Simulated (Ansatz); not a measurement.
**WO3 (SMILES [O]=[W](=[O])=[O]): energies and forces away from the minimum**

Aim: displace all atoms at random from the minimum and see how well density functionals give the CCSD(T) energy and forces there.

Computed with Ansatz 0.2.0, Gaussian basis. Level: single points with forces in def2-TZVPP.

Levels: PBE-D4, r2SCAN-D4, PBE0-D4, wB97M-V, Hartree-Fock, MP2, CCSD, CCSD(T). Each coordinate is moved by a Gaussian draw of the width named (0.7 of it for atoms other than hydrogen): 0.02, 0.06 Å.

Cores are frozen in the correlated methods. Core potentials replace the inner electrons past krypton, and spin-orbit coupling is left out.

9 further runs of the same task are left out: 9 set aside as unsound or not needed.

### Step 1. Starting geometry

The minimum, relaxed at PBE0-D4: SMILES `[O]=[W](=[O])=[O]`, 4 atoms, charge 0, spin multiplicity 1.

Atoms are counted from 1 here; the program's logs count them from 0.

Bond lengths: O1–W2 1.716 Å, W2–O3 1.716 Å, W2–O4 1.716 Å. Angles: O1–W2–O3 107.5°, O1–W2–O4 107.5°, O3–W2–O4 107.5°.

Coordinates:

```
atom     x (Å)     y (Å)     z (Å)
  O1  -0.23749   0.26521   1.55504
  W2  -0.36644  -0.28369  -0.06522
  O3   1.07171  -1.14333  -0.43391
  O4  -0.41218   1.10151  -1.07631
```

Energies of the minimum (eV), from earlier single points: PBE-D4 -7967.53128, r2SCAN-D4 -7970.19438, PBE0-D4 -7964.81392, B3LYP-D4 -7972.36911, wB97M-V -7967.27672, CCSD(T) -7954.43561.

### Step 2. Structure 1, width 0.02 Å

Contents of ccsdt-tzvpp/in.yaml:

```yaml
crystal:
  periodic: [false, false, false]
  atoms:
    - {symbol: O, position_ang: [-0.258425, 0.249028, 1.551835]}
    - {symbol: W, position_ang: [-0.337058, -0.261166, -0.070653]}
    - {symbol: O, position_ang: [1.065314, -1.130288, -0.418493]}
    - {symbol: O, position_ang: [-0.406703, 1.096743, -1.042822]}
basis:
  gaussian: {orbitals: def2-TZVPP}
correlation: {method: ccsd_t}
output: {forces: true}
```

The command line of these runs was not kept.

Log (excerpt; [...] marks lines left out):

```text
Functional definition: HF
  name "HF"
  cite "Fock, Z. Phys. 61, 126 (1930) doi:10.1007/BF01340294"
  parent pbe
[...]
1000 factors; integrals over basis functions are off by at most 7.8e-4 eV
[...]
mean field -7921.09378725 eV, -291.0948275711 hartree, gradient 2.2e-6 eV, S^2 0.000000; 2 other end points of the search recorded, 0 dependent functions left out
3 core orbitals not correlated: weight in the atoms' cores, before any rotation towards them, 1.000 or more for the frozen orbitals, at most 0.000 for the correlated occupied ones
reference -7921.09378725 eV, -291.0948275711 hartree; 16, 16 occupied and 130, 130 virtual orbitals, 1000 factors
second order -33.50389567 eV of doubles, -0.00000000 eV of singles
cycle   1  -28.85278379 eV  change     4.7e0 eV  update   3.1e-1
[...]
cycle  18  -31.17808681 eV  change    3.4e-6 eV  update   4.9e-6
perturbative correction -1.96459765 eV, -0.0721976318 hartree
[...]
working
Total energy: -7954.23647170 eV, -292.3127987599 hartree
Atom 0 at    -0.258425     0.249028     1.551835 Å, force     0.215313     0.714757     1.964256 eV/Å
Atom 1 at    -0.337058    -0.261166    -0.070653 Å, force    -2.963431    -2.570181     1.016131 eV/Å
Atom 2 at     1.065314    -1.130288    -0.418493 Å, force     2.660090    -1.365162    -0.695335 eV/Å
Atom 3 at    -0.406703     1.096743    -1.042822 Å, force     0.088027     3.220586    -2.285053 eV/Å
Dipole moment:    -0.902518    -0.631081    -0.199567 e Å
```

It took 2.1 min on 4 threads, shared host; peak memory 2.3 GiB.

The other levels were run on the same coordinates; their logs were not kept, and their results stand in the tables.

| method | RMS force component (eV/Å) | RMS error against CCSD(T) (eV/Å) | angle to CCSD(T) forces (°) | dipole (D) |
| --- | --- | --- | --- | --- |
| PBE-D4 | 2.081 | 0.182 | 3.7 | 5.14 |
| r2SCAN-D4 | 1.714 | 0.272 | 3.9 | 5.42 |
| PBE0-D4 | 1.310 | 0.697 | 9.5 | 5.51 |
| wB97M-V | 1.232 | 0.791 | 11.9 | 5.66 |
| CCSD(T) | 1.955 | reference | reference | 5.38 |

### Step 3. Structure 2, width 0.06 Å

Contents of ccsdt-tzvpp/in.yaml:

```yaml
crystal:
  periodic: [false, false, false]
  atoms:
    - {symbol: O, position_ang: [-0.169336, 0.294829, 1.550873]}
    - {symbol: W, position_ang: [-0.394013, -0.214646, 0.006783]}
    - {symbol: O, position_ang: [1.042234, -1.129092, -0.461710]}
    - {symbol: O, position_ang: [-0.427624, 1.140401, -1.069602]}
basis:
  gaussian: {orbitals: def2-TZVPP}
correlation: {method: ccsd_t}
output: {forces: true}
```

Log (excerpt; [...] marks lines left out):

```text
[... 4 set-up lines as earlier in the session ...]
[...]
1000 factors; integrals over basis functions are off by at most 7.6e-4 eV
[...]
mean field -7920.75745595 eV, -291.0824676239 hartree, gradient 1.8e-6 eV, S^2 0.000000; 0 other end points of the search recorded, 0 dependent functions left out; unrestricted orbitals would lower it
3 core orbitals not correlated: weight in the atoms' cores, before any rotation towards them, 1.000 or more for the frozen orbitals, at most 0.000 for the correlated occupied ones
reference -7920.75745595 eV, -291.0824676239 hartree; 16, 16 occupied and 130, 130 virtual orbitals, 1000 factors
second order -33.87612449 eV of doubles, -0.00000000 eV of singles
cycle   1  -28.84421909 eV  change     5.0e0 eV  update   3.4e-1
[...]
cycle  20  -31.37606150 eV  change    5.9e-6 eV  update   2.2e-6
perturbative correction -2.04938502 eV, -0.0753135104 hartree
[...]
working
Total energy: -7954.18290247 eV, -292.3108301270 hartree
Atom 0 at    -0.169336     0.294829     1.550873 Å, force     0.814062     2.031482     5.203763 eV/Å
Atom 1 at    -0.394013    -0.214646     0.006783 Å, force     0.311903    -3.040281    -5.796499 eV/Å
Atom 2 at     1.042234    -1.129092    -0.461710 Å, force    -0.953797     0.429376     0.503384 eV/Å
Atom 3 at    -0.427624     1.140401    -1.069602 Å, force    -0.172168     0.579423     0.089353 eV/Å
Dipole moment:    -0.999880    -0.578610     0.036028 e Å
```

Run time: 2.2 min. Hardware: 4 threads, shared host; peak memory 2.4 GiB.

```
   method  RMS force component (eV/Å)  RMS error against CCSD(T) (eV/Å)  angle to CCSD(T) forces (°)  dipole (D)
   PBE-D4                       2.566                             0.179                          3.9        5.33
r2SCAN-D4                       2.448                             0.287                          6.4        5.64
  PBE0-D4                       2.328                             0.720                         16.4        5.75
  wB97M-V                       2.341                             0.832                         19.2        5.93
  CCSD(T)                       2.525                         reference                    reference        5.55
```

### Step 4. All structures together

Energy above the minimum (eV):

```csv
structure,width (Å),PBE-D4,r2SCAN-D4,PBE0-D4,wB97M-V,Hartree-Fock,MP2,CCSD,CCSD(T)
1,0.02,0.223,0.162,0.094,0.075,-0.108,0.300,0.105,0.199
2,0.06,0.252,0.250,0.240,0.241,0.229,0.264,0.244,0.253
```

What each level costs and misses (shared host):

```
      method  mean energy error from CCSD(T) (eV)        mean time a point
      PBE-D4                                0.012                   0.93 s
   r2SCAN-D4                                0.020                    1.8 s
     PBE0-D4                                0.059                    1.5 s
     wB97M-V                                0.068                    4.1 s
Hartree-Fock                                0.165  part of the CCSD(T) run
         MP2                                0.056  part of the CCSD(T) run
        CCSD                                0.052  part of the CCSD(T) run
     CCSD(T)                                    0                  2.1 min
```

For cost: PBE-D4 comes within 0.012 eV at 0.93 s a point, where CCSD(T) needs 2.1 min.

### Step 5. Results

| quantity | value |
| --- | --- |
| energy above the minimum, CCSD(T) | 0.199, 0.253 eV |
| mean energy error | PBE-D4 0.012, r2SCAN-D4 0.020, PBE0-D4 0.059, wB97M-V 0.068, Hartree-Fock 0.165, MP2 0.056, CCSD 0.052 eV |
| mean RMS force error | PBE-D4 0.180, r2SCAN-D4 0.279, PBE0-D4 0.709, wB97M-V 0.812 eV/Å |
| largest T1 diagnostic | 0.031 |

**Reading.** PBE-D4 gives the best energies and Hartree-Fock the worst. For forces PBE-D4 is best, off by 8 % of the typical force, and wB97M-V worst (36 %); with few structures and a triple-zeta reference, gaps of a few points rank nothing. The T1 diagnostic is large here, over the usual mark for main-group molecules (transition-metal compounds often pass it harmlessly), so CCSD(T) itself may be off. The restricted Hartree–Fock reference is unstable towards an unrestricted one at one or more of these structures.
